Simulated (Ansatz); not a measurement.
A nudged elastic band was laid between two geometries of a periodic cell of 17 atoms, Si (host Si, host structure diamond, interstitial Si).

Level of theory: DFT PBE, scalar-relativistic, plane waves, PAW (Ansatz). Settings: cutoff 420 eV, k mesh 2x2x2, gaussian smearing 0.05 eV, no spin polarisation.

```
movable images  : 3
climbing image  : yes
spring          : 5.0 eV/Å²
optimiser       : fire
start path      : default
force threshold : 0.05 eV/Å
iteration limit : 50
end points      : relaxed
largest step    : 1.0 Å
```

Image 0:

```xyz
17
Lattice="0.0000 5.4300 5.4300 5.4300 0.0000 5.4300 5.4300 5.4300 0.0000" Properties=species:S:1:pos:R:3
Si -0.036 0.001 0.001
Si 1.330 1.382 1.384
Si 2.712 2.748 0.002
Si 4.075 4.068 1.362
Si 2.713 0.001 2.749
Si 4.076 1.363 4.068
Si 5.430 2.715 2.715
Si 6.783 4.069 4.069
Si -0.006 2.714 2.718
Si 1.331 4.048 4.049
Si 2.713 5.428 2.682
Si 4.092 6.808 4.053
Si 2.714 2.682 5.430
Si 4.094 4.050 6.811
Si 5.463 5.429 5.431
Si 6.783 6.791 6.791
Si 2.709 5.429 5.433
```

Image 4:

Only the atoms that move by more than 0.05 Å are listed.
```
Si17 4.069 4.074 4.064
```

Task: Which bonds break or form, and what moves?

Result: Contacts lost: Si2–Si17. Contacts made: Si7–Si17. The atom that moves furthest is Si17, by 2.36 Å.

Task: Give the energies along the band, and the barrier.

Result: The forces met the threshold. The highest image is number 2 of 0 to 4, 0.31 eV above the ends, which have the same energy within 2 meV. The order of the stationary point at the top wasn't checked. Limits of this set-up: coarse k mesh.

| image | path coordinate (Å) | energy (eV) | Si2–Si17 (Å) | Si7–Si17 (Å) |
| --- | --- | --- | --- | --- |
| 0 | 0.00 | 0.00 | 2.39 | 4.70 |
| 1 | 0.73 | 0.18 | 2.51 | 4.07 |
| 2 | 1.48 | 0.31 | 3.22 | 3.22 |
| 3 | 2.22 | 0.18 | 4.06 | 2.51 |
| 4 | 2.95 | 0.00 | 4.70 | 2.39 |

Task: What is the geometry of the highest image?

Result: 
```xyz
17
Lattice="0.0000 5.4300 5.4300 5.4300 0.0000 5.4300 5.4300 5.4300 0.0000" Properties=species:S:1:pos:R:3
Si -0.018 -0.051 -0.051
Si 1.535 1.179 1.178
Si 2.764 2.731 -0.051
Si 4.020 4.124 1.341
Si 2.764 -0.051 2.730
Si 4.020 1.342 4.123
Si 5.250 2.894 2.893
Si 6.802 4.123 4.123
Si 0.173 2.540 2.539
Si 1.252 3.994 3.994
Si 2.636 5.508 2.611
Si 4.149 6.892 3.994
Si 2.635 2.611 5.507
Si 4.149 3.995 6.890
Si 5.532 5.508 5.507
Si 6.611 6.962 6.962
Si 3.392 4.752 4.751
```

Time of the run: 7.1 min on 1 thread of Arm Neoverse V2 (shared host), peak memory 0.71 GiB.
